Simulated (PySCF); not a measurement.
# A gas-phase reaction: H4OSi + Cl4Si → Cl3H3OSi2 + ClH

Aim: the reaction energy of `O[SiH3]` + `Cl[Si](Cl)(Cl)Cl` → `[SiH3]O[Si](Cl)(Cl)Cl` + `Cl`.

Programs: PySCF 2.14.0. All values are calculated, for the isolated system unless a continuum is named. Atoms count from 0, parts from 1.

## 1. The system as given

Each species was relaxed by itself at PBE0-D3(BJ)/def2-SVPD.

## 2. Energies of the species: wB97M-D3(BJ)/def2-TZVP

Job settings and geometry (Å):

```
{"job": {"kind": "react", "xc": "wB97M-D3(BJ)", "basis": "def2-TZVP"}, "charge": 0, "multiplicity": 1}
-1 H4OSi charge 0 multiplicity 1
Si    -0.369510     0.167240     0.079310
O      0.870960    -0.963070     0.064920
H     -0.782700     0.533450    -1.309330
H      0.042380     1.411730     0.796780
H     -1.496090    -0.488480     0.793880
H      1.697650    -0.721370    -0.357510

-1 Cl4Si charge 0 multiplicity 1
Cl     1.926780    -0.745850    -0.110580
Si     0.021200    -0.028540     0.012800
Cl    -1.284080    -1.447100    -0.653990
Cl    -0.408250     0.431390     1.953050
Cl    -0.149210     1.647300    -1.137790

+1 Cl3H3OSi2 charge 0 multiplicity 1
Si     1.324710     0.698760     1.393130
O      0.649840     0.307220    -0.101270
Si    -0.705930    -0.182410    -0.840810
Cl    -2.345040     0.731000    -0.014180
Cl    -0.601050     0.294810    -2.823130
Cl    -0.932600    -2.209060    -0.652330
H      2.655560     1.295210     1.110600
H      1.456170    -0.546510     2.197620
H      0.435200     1.674300     2.080230

+1 ClH charge 0 multiplicity 1
Cl     0.644700    -0.006190    -0.000020
H     -0.643490     0.002990     0.001160
```

Method: wB97M-D3(BJ)/def2-TZVP reaction energy of separated species, gas phase.

Run with:

```console
$ OMP_NUM_THREADS=1 python cluster_run.py task.json out
```

The driver reads the jobs from task.json and runs them one after another.

What it wrote:

```text
species 1 (H4OSi)
coarse grid: 21480 points
cycle   1  E = -367.1672931900  dE = -1.049e-01  |g| = 6.549e-01  |ddm| = 1.612e+00
cycle   2  E = -367.1488714947  dE =  1.842e-02  |g| = 7.673e-01  |ddm| = 6.559e-01
cycle   3  E = -367.2467432273  dE = -9.787e-02  |g| = 3.237e-02  |ddm| = 3.510e-01
cycle   4  E = -367.2469964410  dE = -2.532e-04  |g| = 8.708e-03  |ddm| = 3.120e-02
cycle   5  E = -367.2470165196  dE = -2.008e-05  |g| = 1.441e-03  |ddm| = 1.009e-02
cycle   6  E = -367.2470172550  dE = -7.355e-07  |g| = 3.388e-04  |ddm| = 2.413e-03
final grid: 44624 points
cycle   7  E = -367.2469821957  dE = -7.148e-08  |g| = 1.206e-04  |ddm| = 8.121e-04
cycle   8  E = -367.2469822013  dE = -5.655e-09  |g| = 5.074e-05  |ddm| = 2.127e-04
cycle   9  E = -367.2469822020  dE = -6.804e-10  |g| = 1.795e-05  |ddm| = 5.533e-05
converged SCF energy = -367.2469822020

species 2 (Cl4Si)
coarse grid: 31680 points
cycle   1  E = -2130.7192472258  dE =  6.642e-01  |g| = 5.672e-01  |ddm| = 2.058e+00
cycle   2  E = -2130.7240022019  dE = -4.755e-03  |g| = 6.101e-01  |ddm| = 9.361e-01
cycle   3  E = -2130.8117433693  dE = -8.774e-02  |g| = 2.320e-02  |ddm| = 4.359e-01
cycle   4  E = -2130.8119028140  dE = -1.594e-04  |g| = 6.166e-03  |ddm| = 3.781e-02
cycle   5  E = -2130.8119205959  dE = -1.778e-05  |g| = 2.397e-03  |ddm| = 1.411e-02
cycle   6  E = -2130.8119221978  dE = -1.602e-06  |g| = 3.209e-04  |ddm| = 2.974e-03
final grid: 58912 points
cycle   7  E = -2130.8117149892  dE = -1.300e-07  |g| = 1.286e-04  |ddm| = 1.222e-03
cycle   8  E = -2130.8117149972  dE = -8.010e-09  |g| = 4.694e-05  |ddm| = 2.356e-04
cycle   9  E = -2130.8117149981  dE = -9.431e-10  |g| = 1.744e-05  |ddm| = 6.512e-05
converged SCF energy = -2130.8117149981

species 3 (Cl3H3OSi2)
coarse grid: 44368 points
cycle   1  E = -2037.0674116457  dE =  6.313e-01  |g| = 8.144e-01  |ddm| = 2.477e+00
cycle   2  E = -2037.0592280255  dE =  8.184e-03  |g| = 9.154e-01  |ddm| = 9.604e-01
cycle   3  E = -2037.2054032013  dE = -1.462e-01  |g| = 7.280e-02  |ddm| = 4.660e-01
cycle   4  E = -2037.2063845423  dE = -9.813e-04  |g| = 3.944e-02  |ddm| = 7.999e-02
cycle   5  E = -2037.2067119281  dE = -3.274e-04  |g| = 6.130e-03  |ddm| = 2.879e-02
cycle   6  E = -2037.2067234465  dE = -1.152e-05  |g| = 1.924e-03  |ddm| = 9.313e-03
cycle   7  E = -2037.2067244387  dE = -9.922e-07  |g| = 2.796e-04  |ddm| = 2.278e-03
final grid: 86416 points
cycle   8  E = -2037.2065445190  dE = -1.076e-07  |g| = 2.081e-04  |ddm| = 1.206e-03
cycle   9  E = -2037.2065445239  dE = -4.864e-09  |g| = 1.883e-04  |ddm| = 3.004e-04
cycle  10  E = -2037.2065445308  dE = -6.913e-09  |g| = 3.257e-05  |ddm| = 1.143e-04
cycle  11  E = -2037.2065445311  dE = -3.347e-10  |g| = 1.570e-05  |ddm| = 4.193e-05
converged SCF energy = -2037.2065445311

species 4 (ClH)
coarse grid: 8792 points
cycle   1  E = -460.8484274015  dE = -8.162e-02  |g| = 2.191e-01  |ddm| = 7.676e-01
cycle   2  E = -460.8609097102  dE = -1.248e-02  |g| = 1.374e-01  |ddm| = 2.964e-01
cycle   3  E = -460.8652355641  dE = -4.326e-03  |g| = 1.313e-02  |ddm| = 1.004e-01
cycle   4  E = -460.8652744861  dE = -3.892e-05  |g| = 3.152e-03  |ddm| = 1.037e-02
cycle   5  E = -460.8652798229  dE = -5.337e-06  |g| = 7.218e-04  |ddm| = 4.681e-03
final grid: 17120 points
cycle   6  E = -460.8652490218  dE = -2.177e-07  |g| = 2.954e-04  |ddm| = 8.623e-04
cycle   7  E = -460.8652490458  dE = -2.397e-08  |g| = 1.280e-04  |ddm| = 3.283e-04
cycle   8  E = -460.8652490493  dE = -3.484e-09  |g| = 2.760e-05  |ddm| = 9.248e-05
cycle   9  E = -460.8652490498  dE = -4.637e-10  |g| = 7.749e-07  |ddm| = 5.408e-05
converged SCF energy = -460.8652490498

Reaction energy = -8.723 kcal/mol
```

Wall time 61 s (1 thread of Arm Neoverse N1, shared host); peak memory 0.82 GiB.

Species by species (with the dispersion term, which the log's SCF energies lack):

```csv
ν,species,energy (Eh),HOMO (eV)
-1,O[SiH3],-367.25087,-11.14
-1,Cl[Si](Cl)(Cl)Cl,-2130.82051,-11.86
+1,[SiH3]O[Si](Cl)(Cl)Cl,-2037.21948,-11.60
+1,Cl,-460.86579,-11.82
```

## 3. Energies of the species: PBE0-D3(BJ)/def2-TZVP

The job, as its differences from that of step 2:

```diff
@@ -1,2 +1,2 @@
-{"job": {"kind": "react", "xc": "wB97M-D3(BJ)", "basis": "def2-TZVP"}, "charge": 0, "multiplicity": 1}
+{"job": {"kind": "react", "xc": "PBE0", "basis": "def2-TZVP", "disp": "d3bj"}, "charge": 0, "multiplicity": 1}
 -1 H4OSi charge 0 multiplicity 1
```

Level: PBE0-D3(BJ)/def2-TZVP reaction energy of separated species, gas phase.

What it wrote:

```text
species 1 (H4OSi)
coarse grid: 5192 points
cycle   1  E = -366.9010211068  dE = -4.141e-02  |g| = 7.022e-01  |ddm| = 1.643e+00
cycle   2  E = -366.7276110241  dE =  1.734e-01  |g| = 1.184e+00  |ddm| = 1.000e+00
cycle   3  E = -366.9871824147  dE = -2.596e-01  |g| = 5.082e-02  |ddm| = 7.055e-01
cycle   4  E = -366.9877380538  dE = -5.556e-04  |g| = 9.945e-03  |ddm| = 3.692e-02
cycle   5  E = -366.9877552619  dE = -1.721e-05  |g| = 1.314e-03  |ddm| = 5.991e-03
cycle   6  E = -366.9877556961  dE = -4.341e-07  |g| = 3.122e-04  |ddm| = 1.350e-03
final grid: 44624 points
cycle   7  E = -366.9867669333  dE = -1.135e-05  |g| = 3.307e-03  |ddm| = 6.922e-03
cycle   8  E = -366.9867644764  dE =  2.457e-06  |g| = 4.947e-03  |ddm| = 3.706e-03
cycle   9  E = -366.9867686037  dE = -4.127e-06  |g| = 2.646e-04  |ddm| = 2.414e-03
cycle  10  E = -366.9867686147  dE = -1.104e-08  |g| = 3.663e-05  |ddm| = 1.336e-04
cycle  11  E = -366.9867686149  dE = -1.764e-10  |g| = 4.445e-06  |ddm| = 2.180e-05
converged SCF energy = -366.9867686149

species 2 (Cl4Si)
coarse grid: 8120 points
cycle   1  E = -2129.7975785104  dE =  5.933e-01  |g| = 4.411e-01  |ddm| = 2.177e+00
cycle   2  E = -2129.7472372672  dE =  5.034e-02  |g| = 6.402e-01  |ddm| = 8.589e-01
cycle   3  E = -2129.8452223602  dE = -9.799e-02  |g| = 6.912e-02  |ddm| = 5.054e-01
cycle   4  E = -2129.8462411572  dE = -1.019e-03  |g| = 1.784e-02  |ddm| = 5.796e-02
cycle   5  E = -2129.8463088931  dE = -6.774e-05  |g| = 1.594e-03  |ddm| = 1.384e-02
cycle   6  E = -2129.8463093432  dE = -4.500e-07  |g| = 3.408e-04  |ddm| = 1.672e-03
final grid: 58912 points
cycle   7  E = -2129.8490365338  dE = -2.217e-05  |g| = 4.587e-03  |ddm| = 1.300e-02
cycle   8  E = -2129.8490370625  dE = -5.287e-07  |g| = 3.354e-03  |ddm| = 5.210e-03
cycle   9  E = -2129.8490385573  dE = -1.495e-06  |g| = 8.682e-04  |ddm| = 2.782e-03
cycle  10  E = -2129.8490387561  dE = -1.988e-07  |g| = 8.954e-05  |ddm| = 6.816e-04
cycle  11  E = -2129.8490387579  dE = -1.837e-09  |g| = 1.481e-05  |ddm| = 7.237e-05
cycle  12  E = -2129.8490387580  dE = -2.910e-11  |g| = 3.313e-06  |ddm| = 9.855e-06
converged SCF energy = -2129.8490387580

species 3 (Cl3H3OSi2)
coarse grid: 11072 points
cycle   1  E = -2036.0643934567  dE =  5.973e-01  |g| = 7.994e-01  |ddm| = 2.599e+00
cycle   2  E = -2035.8686406267  dE =  1.958e-01  |g| = 1.298e+00  |ddm| = 1.096e+00
cycle   3  E = -2036.1763820520  dE = -3.077e-01  |g| = 1.274e-01  |ddm| = 7.005e-01
cycle   4  E = -2036.1793350698  dE = -2.953e-03  |g| = 5.424e-02  |ddm| = 1.256e-01
cycle   5  E = -2036.1799141478  dE = -5.791e-04  |g| = 1.555e-02  |ddm| = 4.375e-02
cycle   6  E = -2036.1799727919  dE = -5.864e-05  |g| = 3.095e-03  |ddm| = 1.309e-02
cycle   7  E = -2036.1799750191  dE = -2.227e-06  |g| = 4.282e-04  |ddm| = 2.348e-03
final grid: 86416 points
cycle   8  E = -2036.1821249328  dE = -2.053e-05  |g| = 6.956e-03  |ddm| = 1.463e-02
cycle   9  E = -2036.1821137371  dE =  1.120e-05  |g| = 1.022e-02  |ddm| = 8.374e-03
cycle  10  E = -2036.1821317636  dE = -1.803e-05  |g| = 1.251e-03  |ddm| = 5.332e-03
cycle  11  E = -2036.1821320175  dE = -2.539e-07  |g| = 1.090e-04  |ddm| = 7.118e-04
cycle  12  E = -2036.1821320201  dE = -2.606e-09  |g| = 2.182e-05  |ddm| = 1.075e-04
cycle  13  E = -2036.1821320202  dE = -9.231e-11  |g| = 1.024e-05  |ddm| = 2.121e-05
converged SCF energy = -2036.1821320202

species 4 (ClH)
coarse grid: 2248 points
cycle   1  E = -460.6518920684  dE = -4.651e-02  |g| = 1.921e-01  |ddm| = 7.990e-01
cycle   2  E = -460.6549462723  dE = -3.054e-03  |g| = 1.868e-01  |ddm| = 3.560e-01
cycle   3  E = -460.6638360896  dE = -8.890e-03  |g| = 1.447e-02  |ddm| = 1.642e-01
cycle   4  E = -460.6638570935  dE = -2.100e-05  |g| = 2.780e-03  |ddm| = 7.514e-03
cycle   5  E = -460.6638587412  dE = -1.648e-06  |g| = 1.086e-03  |ddm| = 2.595e-03
final grid: 17120 points
cycle   6  E = -460.6643455843  dE = -4.390e-06  |g| = 2.129e-03  |ddm| = 4.619e-03
cycle   7  E = -460.6643456634  dE = -7.912e-08  |g| = 1.691e-03  |ddm| = 2.652e-03
cycle   8  E = -460.6643461864  dE = -5.230e-07  |g| = 1.400e-04  |ddm| = 1.379e-03
cycle   9  E = -460.6643461920  dE = -5.639e-09  |g| = 2.062e-05  |ddm| = 1.129e-04
cycle  10  E = -460.6643461921  dE = -9.277e-11  |g| = 4.552e-06  |ddm| = 1.665e-05
converged SCF energy = -460.6643461921

Reaction energy = -7.353 kcal/mol
```

It took 37 s on 1 thread of Arm Neoverse N1, shared host; peak memory 0.72 GiB.

Reaction energy at this level: -7.35 kcal/mol.

## 4. Side by side

Energies in kcal/mol, with wall time:

```csv
run,reaction,time
wB97M-D3(BJ)/def2-TZVP,-8.72,61 s
PBE0-D3(BJ)/def2-TZVP,-7.35,37 s
```

## 5. Outcome

```
                                                quantity                    value
                reaction energy (wB97M-D3(BJ)/def2-TZVP)           -8.72 kcal/mol
                     ΔH, ΔG at 298 K (xTB thermal terms)    -10.4, -11.2 kcal/mol
range of the reaction energy over the runs of this table  -8.72 to -7.35 kcal/mol
```

The reaction is exothermic by 10.4 kcal/mol in the gas phase; dispersion gives -0.50, and xTB itself gave -14.10 for the electronic energy (xTB energies and thermal terms come from the earlier relaxation of each species, not shown). No barrier was sought. The reaction energy runs from -8.72 (wB97M-D3(BJ)/def2-TZVP) to -7.35 kcal/mol (PBE0-D3(BJ)/def2-TZVP).
